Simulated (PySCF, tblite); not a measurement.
# C₇H₆N₄: geometry, infrared bands and NMR shifts

Aim: predict the infrared bands and NMR shifts of C₇H₆N₄ (`N#Cc1ncc(C2CC2)nn1`).

Computed with tblite 0.8.0 and PySCF 2.14.0, with density-fitted response routines of our own, on a single molecule in the gas phase. Atoms count from 0, in the outputs and in this text.

## Step 1: Starting geometry

17 atoms, charge 0, multiplicity 1; geometry from: force field or distance geometry start.

Bonds of the start (Å): N0–C1 1.17, C1–C2 1.42, C2–N3 1.33, N3–C4 1.36, C4–C5 1.40, C5–C6 1.50, C6–C7 1.51, C7–C8 1.50, C5–N9 1.35, N9–N10 1.37, N10–C2 1.36, C8–C6 1.51, C4–H11 1.08, C6–H12 1.09, C7–H13 1.08, C7–H14 1.09, C8–H15 1.09, C8–H16 1.09.

## Step 2: Geometry optimisation with GFN2-xTB

What the job is given:

```
{"job": {"kind": "relax", "xc": "GFN2-xTB", "basis": "xTB"}, "charge": 0, "multiplicity": 1}
N      5.204400     0.208200    -1.045100
C      4.051600     0.092500    -0.850200
C      2.662200    -0.068100    -0.584300
N      2.271400    -0.554700     0.595200
C      0.930400    -0.673300     0.767500
C     -0.013000    -0.311900    -0.198900
C     -1.487700    -0.465100     0.021000
C     -2.423400     0.663900    -0.330100
C     -2.182500     0.320800     1.107700
N      0.453200     0.172800    -1.364200
N      1.805200     0.302300    -1.573400
H      0.609900    -1.077900     1.719400
H     -1.876100    -1.468500    -0.150900
H     -2.009000     1.582900    -0.723500
H     -3.392100     0.406500    -0.765300
H     -2.991400    -0.159100     1.666400
H     -1.620000     1.040700     1.698600
```

Started as:

```bash
OMP_NUM_THREADS=1 python probes_run.py task.json out
```

The driver reads the jobs from task.json and runs them one after another.

**Question.** This job is followed by: GFN2-xTB harmonic vibrations, gas phase; GIAO PBE0/pcSseg-1 NMR shielding, non-relativistic, gas phase. Predict these results of the whole session: strongest single infrared mode (GFN2-xTB); zero-point energy (GFN2-xTB); ¹³C shifts against TMS (PBE0/pcSseg-1, means over atoms taken as alike); ¹H shifts against TMS (PBE0/pcSseg-1, means over atoms taken as alike); ¹⁵N shifts against NH3 (PBE0/pcSseg-1).

The runs gave:

| quantity | value |
| --- | --- |
| strongest single infrared mode (GFN2-xTB) | 2383 cm⁻¹, 143 km/mol |
| zero-point energy (GFN2-xTB) | 76.1 kcal/mol |
| ¹³C shifts against TMS (PBE0/pcSseg-1, means over atoms taken as alike) | 171.4, 151.3, 150.3, 121.2, 19.8, 17.9 ppm |
| ¹H shifts against TMS (PBE0/pcSseg-1, means over atoms taken as alike) | 8.65, 1.91, 1.75, 1.49 ppm |
| ¹⁵N shifts against NH3 (PBE0/pcSseg-1) | 468.3, 454.4, 342.9, 319.0 ppm |

Relaxing lowered the energy by 0.549 eV in 127 steps; the close pair that moved most is N9–N10, from 1.374 to 1.292 Å. No mode is imaginary among the 45: a minimum at this level. The strongest single mode, at 2383 cm⁻¹, moves mainly C1 and N0. GFN2-xTB is a fitted tight-binding method: band positions and strengths are rough. Its intensities can rank the bands wrongly. At PBE0/pcSseg-1: The widest tensor belongs to N9: span 912 ppm, with a paramagnetic part of -527 ppm. NICS(1)zz of -24 ppm above the planar ring from C2 marks a diatropic (aromatic) ring current.
